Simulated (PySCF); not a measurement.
# C₇H₇Br: magnetic properties

What do calculations give for the magnetic properties of C₇H₇Br (`C#CC[C@@]1(Br)[C@@H]2C[C@@H]21`)?

Computed with PySCF 2.14.0 and routines of our own; the level stands in each step. Atoms count from 0.

### 1 The starting structure

15 atoms, charge 0, multiplicity 1; geometry from: GFN2-xTB.

### 2 Magnetic properties: GIAO wB97X-D/pcSseg-1

The job: settings as JSON, then the geometry in Å.

```
{"job": {"kind": "mag", "xc": "wB97X-D", "basis": "pcSseg-1", "isotopologues": 2}, "charge": 0, "multiplicity": 1}
C      3.072242    -0.492089     0.539529
C      2.191030     0.167745     0.072381
C      1.080301     0.934331    -0.459508
C     -0.240834     0.373122     0.023764
Br    -0.426681     0.685163     1.973844
C     -1.446673     0.437363    -0.839991
C     -2.211660    -0.670654    -0.192244
C     -0.779652    -0.878722    -0.563737
H      3.858807    -1.056468     0.942505
H      1.107583     0.902146    -1.554070
H      1.177861     1.976817    -0.140410
H     -1.648438     1.017546    -1.716012
H     -2.961032    -1.175623    -0.788697
H     -2.475323    -0.582704     0.855060
H     -0.301945    -1.629983    -1.157081
```

Level: GIAO wB97X-D/pcSseg-1 magnetisability, rotational g tensor and spin-rotation constants, non-relativistic, gas phase.

On the command line:

```console
OMP_NUM_THREADS=1 python excited_run.py task.json out
```

The driver reads the jobs from task.json and runs them one after another.

Log:

```text
coarse grid: 60896 points
cycle   1  E = -2844.5621155325  dE =  5.463e-01  |g| = 7.571e-01  |ddm| = 3.850e+00
cycle   2  E = -2844.5855386375  dE = -2.342e-02  |g| = 4.374e-01  |ddm| = 9.318e-01
cycle   3  E = -2844.6137551012  dE = -2.822e-02  |g| = 1.778e-01  |ddm| = 4.929e-01
cycle   4  E = -2844.6211585015  dE = -7.403e-03  |g| = 4.621e-02  |ddm| = 1.697e-01
cycle   5  E = -2844.6215688757  dE = -4.104e-04  |g| = 1.447e-02  |ddm| = 4.281e-02
cycle   6  E = -2844.6216210151  dE = -5.214e-05  |g| = 4.195e-03  |ddm| = 1.897e-02
cycle   7  E = -2844.6216264937  dE = -5.479e-06  |g| = 1.021e-03  |ddm| = 8.451e-03
final grid: 129136 points
cycle   8  E = -2844.6213936988  dE = -2.248e-06  |g| = 1.308e-03  |ddm| = 5.124e-03
cycle   9  E = -2844.6213937976  dE = -9.872e-08  |g| = 1.092e-03  |ddm| = 1.641e-03
cycle  10  E = -2844.6213939199  dE = -1.223e-07  |g| = 1.620e-04  |ddm| = 6.874e-04
cycle  11  E = -2844.6213939259  dE = -5.995e-09  |g| = 9.340e-05  |ddm| = 2.199e-04
cycle  12  E = -2844.6213939285  dE = -2.606e-09  |g| = 2.101e-05  |ddm| = 1.430e-04
cycle  13  E = -2844.6213939287  dE = -1.673e-10  |g| = 8.497e-06  |ddm| = 5.026e-05
converged SCF energy = -2844.6213939287

Magnetisability tensor (1e-30 J/T^2)
    -1683.04       -3.58      -19.67
       -3.58    -1617.53      -33.84
      -19.67      -33.84    -1805.20
isotropic -1701.92   principal values   -1814.16  -1679.99  -1611.62
isotropic susceptibility -102.492 1e-6 cm^3/mol

Inertial axes            a          b          c
rot. const./GHz      1.7317     1.3578     0.8838
chi total          -101.190   -109.002    -97.284
chi diamagnetic    -761.087   -984.137  -1396.105
chi paramagnetic    659.897    875.135   1298.821
quadrupole/D A       -0.964      1.903     -0.939
g nuclear            0.5375     0.5626     0.5380
g electronic        -0.5369    -0.5582    -0.5393
g total              0.0006     0.0044    -0.0013

Spin-rotation constants (kHz, H = +C I.J)
atom  isotope        aa         bb         cc
  4   79Br        3.469      0.348      1.500
  8     1H       -0.085     -0.141     -0.055
  9     1H       -0.194      0.028     -0.091
 10     1H       -0.188     -0.082     -0.005
 11     1H       -0.195     -0.103     -0.009
 12     1H       -0.098     -0.058     -0.089
 13     1H       -0.132     -0.020     -0.089
 14     1H       -0.128     -0.082     -0.051
  0    13C*       0.315      0.410      0.188
  1    13C*       0.313      0.466      0.184
  2    13C*       0.267      0.212      0.157
  3    13C*       0.441      0.281      0.237
  5    13C*       0.227      0.127      0.185
  6    13C*       0.320      0.178      0.143
* in the singly substituted isotopologue

Isotopologues: g along a, b, c
2H    at 8,9,10,11,12,1     0.0001     0.0041    -0.0013
13C   at 0                  0.0006     0.0043    -0.0013
```

Run time: 85 s. Hardware: 1 thread of AMD EPYC 7R43, shared host; peak memory 1 GiB.

In short:

```
              quantity                    value
       magnetisability         -1702·10⁻³⁰ J/T²
  molar susceptibility      -102.5·10⁻⁶ cm³/mol
rotational g (a, b, c)  0.0006, 0.0044, -0.0013
```

### 3 Magnetic properties: GIAO OPBE/cc-pVDZ

Settings changed since step 2:

```diff
@@ -1,2 +1,2 @@
-{"job": {"kind": "mag", "xc": "wB97X-D", "basis": "pcSseg-1", "isotopologues": 2}, "charge": 0, "multiplicity": 1}
+{"job": {"kind": "mag", "xc": "OPBE", "basis": "cc-pVDZ"}, "charge": 0, "multiplicity": 1}
 C      3.072242    -0.492089     0.539529
```

Level: GIAO OPBE/cc-pVDZ magnetisability, rotational g tensor and spin-rotation constants, non-relativistic, gas phase.

Log:

```text
coarse grid: 60896 points
cycle   1  E = -2845.5308546918  dE =  1.045e-01  |g| = 4.673e-01  |ddm| = 7.900e+00
cycle   2  E = -2845.5020335498  dE =  2.882e-02  |g| = 5.824e-01  |ddm| = 2.236e+00
cycle   3  E = -2845.5879693781  dE = -8.594e-02  |g| = 1.782e-01  |ddm| = 1.184e+00
cycle   4  E = -2845.5954213915  dE = -7.452e-03  |g| = 6.584e-02  |ddm| = 2.898e-01
cycle   5  E = -2845.5963906351  dE = -9.692e-04  |g| = 2.383e-02  |ddm| = 1.050e-01
cycle   6  E = -2845.5965342533  dE = -1.436e-04  |g| = 5.381e-03  |ddm| = 4.022e-02
cycle   7  E = -2845.5965409820  dE = -6.729e-06  |g| = 1.975e-03  |ddm| = 1.092e-02
final grid: 129136 points
cycle   8  E = -2845.5966848147  dE =  3.029e-06  |g| = 3.848e-03  |ddm| = 1.199e-02
cycle   9  E = -2845.5966715001  dE =  1.331e-05  |g| = 7.851e-03  |ddm| = 2.007e-02
cycle  10  E = -2845.5966889448  dE = -1.744e-05  |g| = 8.273e-04  |ddm| = 1.325e-02
cycle  11  E = -2845.5966891136  dE = -1.688e-07  |g| = 2.111e-04  |ddm| = 1.219e-03
cycle  12  E = -2845.5966891252  dE = -1.161e-08  |g| = 3.277e-05  |ddm| = 2.928e-04
cycle  13  E = -2845.5966891254  dE = -2.660e-10  |g| = 6.446e-06  |ddm| = 5.283e-05
converged SCF energy = -2845.5966891254

Magnetisability tensor (1e-30 J/T^2)
    -1626.65        6.57      -18.26
        6.57    -1578.24      -30.73
      -18.26      -30.73    -1758.05
isotropic -1654.32   principal values   -1765.23  -1626.25  -1571.47
isotropic susceptibility -99.625 1e-6 cm^3/mol

Inertial axes            a          b          c
rot. const./GHz      1.7317     1.3578     0.8838
chi total           -97.843   -106.039    -94.994
chi diamagnetic    -758.580   -981.899  -1393.917
chi paramagnetic    660.736    875.861   1298.923
quadrupole/D A       -1.297      2.027     -0.730
g nuclear            0.5375     0.5626     0.5380
g electronic        -0.5375    -0.5587    -0.5393
g total             -0.0001     0.0039    -0.0014

Spin-rotation constants (kHz, H = +C I.J)
atom  isotope        aa         bb         cc
  4   79Br        3.208      0.390      1.367
  8     1H       -0.085     -0.142     -0.056
  9     1H       -0.189      0.035     -0.089
 10     1H       -0.186     -0.078     -0.003
 11     1H       -0.197     -0.101     -0.008
 12     1H       -0.094     -0.056     -0.089
 13     1H       -0.134     -0.017     -0.090
 14     1H       -0.130     -0.081     -0.051
  0    13C*       0.272      0.349      0.162
  1    13C*       0.276      0.401      0.160
  2    13C*       0.235      0.198      0.140
  3    13C*       0.427      0.256      0.223
  5    13C*       0.213      0.112      0.168
  6    13C*       0.291      0.157      0.124
* in the singly substituted isotopologue
```

Wall time 67 s (1 thread of AMD EPYC 7R43, shared host); peak memory 0.68 GiB.

Key values:

```
              quantity                     value
       magnetisability          -1654·10⁻³⁰ J/T²
  molar susceptibility        -99.6·10⁻⁶ cm³/mol
rotational g (a, b, c)  -0.0001, 0.0039, -0.0014
```

### 4 The levels compared

```
                level  ξ (10⁻³⁰ J/T²)     g(a)    g(b)  gap (eV)  functions  time
GIAO wB97X-D/pcSseg-1           -1702   0.0006  0.0044     11.27        195  85 s
    GIAO OPBE/cc-pVDZ           -1654  -0.0001  0.0039      5.47        160  67 s
```

### 5 Outcome

```
                                              quantity                      value
       magnetisability (step 2, GIAO wB97X-D/pcSseg-1)           -1702·10⁻³⁰ J/T²
  molar susceptibility (step 2, GIAO wB97X-D/pcSseg-1)        -102.5·10⁻⁶ cm³/mol
rotational g (a, b, c) (step 2, GIAO wB97X-D/pcSseg-1)    0.0006, 0.0044, -0.0013
                       magnetisability over the levels  -1702 to -1654·10⁻³⁰ J/T²
```

What this shows: Steps that list no spin-orbit terms leave them out, which matters at and beside the heavy atoms. The magnetisability spreads by 2.8 % over 2 levels of like cost. Two levels can agree by chance, so this spread shows no convergence. Vibrational averaging and real surroundings are missing from these values.
